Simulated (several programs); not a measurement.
## Many methods on one cell: PbO2 (P4_2/mnm)

A 6-atom cell of PbO2 started from a crystallographic database, relaxed with r2SCAN in Ansatz, was computed with several methods. It is tetragonal, P4_2/mnm (No. 136); conventional cell a = 4.983 Å, c = 3.408 Å, 14.10 Å³ an atom. Pb has 6 O at 2.16–2.18 Å; O has 3 Pb at 2.16–2.18 Å. Spin-unpolarised throughout; all numbers are computed.

```
Pb O
1.0
     4.98275    0.00000    0.00000
     0.00000    4.98275    0.00000
     0.00000    0.00000    3.40804
Pb O
2 4
Direct
  0.00000 0.00000 0.00000
  0.50000 0.50000 0.50000
  0.30722 0.30722 0.00000
  0.19278 0.80722 0.50000
  0.69278 0.69278 0.00000
  0.80722 0.19278 0.50000
```

Gaps and times are for a single point on this cell; volume and bulk modulus come from each method's own relaxation or energy curve at fixed shape, which is too stiff where a cell has free coordinates or axes. Times are rough, from shared hosts (AMD EPYC 7R13 Processor; Arm Neoverse V2; NVIDIA H100 80GB HBM3), and each method has its own mesh and cell size. A double dagger marks a value from a curve with shape and coordinates held. A star marks a curve whose lowest point is an end point. PM6 (MOPAC), PM7 (MOPAC), GFN1-xTB (tblite), GFN2-xTB (tblite) treat a cluster of cells at its zone centre, which samples few k points: where these miss a band edge, the gap comes out too large for that reason alone. Gaps from k meshes are read at a limited set of points (mesh, symmetry points, PBE's band edges), so each method's own least gap may be somewhat smaller. xTB and the PM methods were fitted mostly to molecules, and can miss a solid's gap by electronvolts. Minimal bases can be far off for gaps. Times of the plane-wave rungs are withheld (a dash), since they come from other jobs, hosts and meshes; the meshes of hybrids and Hartree-Fock don't converge their gaps to the digits shown. d marks a direct gap, i an indirect one (no mark: not told apart), a dash a value that wasn't computed or didn't pass its checks.

| method | kind | gap (eV) | own volume (Å³/atom) | bulk modulus (GPa) | atoms computed | processor time |
| --- | --- | --- | --- | --- | --- | --- |
| PBEsol | semilocal | – | 14.20 | – | 6 | – |
| light PBE (260 eV, its own mesh) | light plane-wave | 0.09 d | – | – | 6 | 1.6 s |
| GFN1-xTB (tblite) | tight binding | 0 | 13.26‡ | 113‡ | cluster | 1.7 s |
| GFN2-xTB (tblite) | tight binding | 0 | 15.70*‡ | – | cluster | 4.8 s |
| PM7 (MOPAC) | semi-empirical | 3.02 | – | – | cluster | 5.3 s |
| PM6 (MOPAC) | semi-empirical | 2.83 | – | – | cluster | 6.5 s |
| PBE/SZV (CP2K) | small basis | 0.13 d | 15.52*‡ | – | 6 | 8.5 s |
| LDA | semilocal | 0.03 i | 13.77 | – | 6 | – |
| PBE | semilocal | overlap 0.01 | 14.81 | 123‡ | 6 | – |
| PBE/DZVP (CP2K) | small basis | 0.09 d | 14.84‡ | 110‡ | 6 | 19 s |
| r2SCAN | semilocal | 0.07 i | 14.10 | 152‡ | 6 | – |
| PBE+SOC | semilocal | overlap 0.01 | – | – | 6 | – |
| PBE0 | hybrid | 0.60 i | – | – | 6 | – |

Volumes against r2SCAN's: PBEsol +0.7 %, LDA -2.4 %, PBE +5.0 %.

With PBE the bands overlap or touch, or nearly. Semilocal functionals can close a real gap, so this doesn't show a metal; small gaps of other methods may in turn close between the points read or with spin-orbit coupling, and the solid may be a semimetal.

Only the rows marked +SOC include spin-orbit coupling.
